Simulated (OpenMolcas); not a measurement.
**Os³⁺ among point charges: CASSCF and CASPT2 levels and susceptibility**

How does a field of 6 point charges split the states of Os³⁺, and what χT follows?

The numbers are computed with OpenMolcas 26.06 (state-averaged CASSCF and CASPT2, spin-orbit coupling by RASSI with atomic mean-field integrals), except any that are marked as measured or tabulated.

**1. What is computed**

- Species: Os³⁺ (osmium, Z = 76, 73 electrons)
- Basis: ANO-RCC-VDZP [7s6p4d2f1g], 68 functions
- Scalar Hamiltonian: DKH2, point nucleus
- Inactive shells: 1s 2s 2p 3s 3p 3d 4s 4p 4d 4f 5s 5p
- Active space: 5 electrons in 5 orbitals (5d)
- Some configurations of this space: 5d⁵
- Orbitals: optimised for each spin and parity, averaged over all roots

Outer shells as boxes (Hund's rule):

5d5
```
5d [↑ ][↑ ][↑ ][↑ ][↑ ]
```

The ion sits among 6 point charges of -0.85 e arranged as a tetragonal octahedron (D4h), 2.24 Å from the ion, with the axial distance 2.442 Å.

Each step is its own input file, run in one work folder so that later steps find the files of earlier ones. Labels, J, g values, rates, χT and fits are worked out afterwards by a script from the matrices that RASSI stores. The input lists half of the charges; inversion (Group=XYZ) makes the rest.

**2. Basis and integrals**

a.inp reads:

```
&GATEWAY
Coord
1

Os 0.0 0.0 0.0
Basis=ANO-RCC-VDZP
Group=XYZ
NoMove
AngMom=0.0 0.0 0.0
AMFI
XField
3 Angstrom 0
2.240000 0.000000 0.000000 -0.850000
0.000000 2.240000 0.000000 -0.850000
0.000000 0.000000 2.441600 -0.850000
&SEWARD
```

**3. Reference wave functions, sextets of even parity, 1 root**

a.inp reads:

```
&RASSCF
FileOrb=start.orb
Symmetry=1
Spin=6
nActEl=5 0 0
Inactive=15 19
Ras2=5 0
CIRoot=1 1 1
SDav=1
CIMx=300
Iter=120 100
PrWF=0.3
OrbListing=Nothing
MaxOrb=0
>>> COPY $Project.JobIph JOB001
```

start.orb holds the contracted functions of the basis, ordered by shell, or the orbitals of the step before.

**4. Reference wave functions, quartets of even parity, 24 roots**

a.inp reads:

```
&RASSCF
FileOrb=start.orb
Symmetry=1
Spin=4
nActEl=5 0 0
Inactive=15 19
Ras2=5 0
CIRoot=24 24 1
SDav=24
CIMx=300
Iter=120 100
PrWF=0.3
OrbListing=Nothing
MaxOrb=0
>>> COPY $Project.JobIph JOB002
```

**5. Reference wave functions, doublets of even parity, 75 roots**

a.inp reads:

```
&RASSCF
FileOrb=start.orb
Symmetry=1
Spin=2
nActEl=5 0 0
Inactive=15 19
Ras2=5 0
CIRoot=75 75 1
SDav=75
CIMx=300
Iter=120 100
PrWF=0.3
OrbListing=Nothing
MaxOrb=0
>>> COPY $Project.JobIph JOB003
```

**6. RASSI: spin-orbit coupling between the states**

a.inp reads:

```
&RASSI
NrOfJobIphs=3 1 24 75
1
1 2 3 4 5 6 7 8 9 10 11 12 13 14 15 16 17 18 19 20 21 22 23 24
1 2 3 4 5 6 7 8 9 10 11 12 13 14 15 16 17 18 19 20 21 22 23 24 25 26 27
28 29 30 31 32 33 34 35 36 37 38 39 40 41 42 43 44 45 46 47 48 49 50 51
52 53 54 55 56 57 58 59 60 61 62 63 64 65 66 67 68 69 70 71 72 73 74 75
IphNames
JOB001
JOB002
JOB003
EJob
SpinOrbit
DIPRint=1.0
SOCoupling=1000.0
Subsets=2
Property=9
'ANGMOM' 1 'ANGMOM' 2 'ANGMOM' 3 'MLTPL  1' 1 'MLTPL  1' 2 'MLTPL  1' 3
'AMFI' 1 'AMFI' 2 'AMFI' 3
SOProperty=3
'ANGMOM' 1 'ANGMOM' 2 'ANGMOM' 3
```

**7. CASPT2: IPEA 0.25, imaginary shift 0.1 (closed shells correlated: 5s 5p)**

a.inp reads:

```
>>> COPY JOB001 $Project.JobIph
&CASPT2
Multistate=1 1
Frozen=14 16
IPEA=0.25
Imaginary=0.1
MaxIter=60
WThr=0.0 0.3 0.05
PrWF=0.5
NoMix
>>> COPY JOB002 $Project.JobIph
&CASPT2
Multistate=24 1 2 3 4 5 6 7 8 9 10 11 12 13 14 15 16 17 18 19 20 21 22
23 24
NoMult
Frozen=14 16
IPEA=0.25
Imaginary=0.1
MaxIter=60
WThr=0.0 0.3 0.05
PrWF=0.5
NoMix
>>> COPY JOB003 $Project.JobIph
&CASPT2
Multistate=75 1 2 3 4 5 6 7 8 9 10 11 12 13 14 15 16 17 18 19 20 21 22
23 24 25 26 27 28 29 30 31 32 33 34 35 36 37 38 39 40 41 42 43 44 45 46
47 48 49 50 51 52 53 54 55 56 57 58 59 60 61 62 63 64 65 66 67 68 69 70
71 72 73 74 75
NoMult
Frozen=14 16
IPEA=0.25
Imaginary=0.1
MaxIter=60
WThr=0.0 0.3 0.05
PrWF=0.5
NoMix
```

(Steps that only read results are left out.)

Before running it: what results should come out? Wanted: spin-free ground state; lowest level; next level.

The runs gave:

| quantity | value |
| --- | --- |
| method | SS-CASPT2, IPEA 0.25, imaginary shift 0.1 (closed shells correlated: 5s 5p) |
| spin-free ground state | 6A1, 1-fold in its orbital part |
| lowest level | 2-fold E3/2, g = 1.97, 1.97, 4.97 |
| next level | 10.9 cm⁻¹ |
| χT at 300 K | 4.11 cm³ K/mol |
| effective moment at 300 K | 5.73 μB |

Cost by method:

```
                                              method  time of its own steps  time with the reference
                                           A. CASSCF                   23 s                     23 s
B. SS-CASPT2, IPEA 0.25, imaginary shift 0.1, +5s 5p                   10 s                     33 s
```

Times are of one thread on a shared host.

In words: The spin-free ground state (6A1) comes to 100 % from free-ion S terms and keeps the highest spin of the shell. χT at 300 K is 4.11, against 4.39 cm³ K/mol for the spin alone, as a half-filled shell (L = 0) has no orbital moment. An active space of the d shell alone favours high spin; real ions in strong fields can be low spin. The field of point charges can differ much from that of real complexes. With metal d orbitals alone active, the gaps between spin states are rough; where two lie within a few thousand cm-1, their order is open. This is an electrostatic model: the charges have no orbitals.
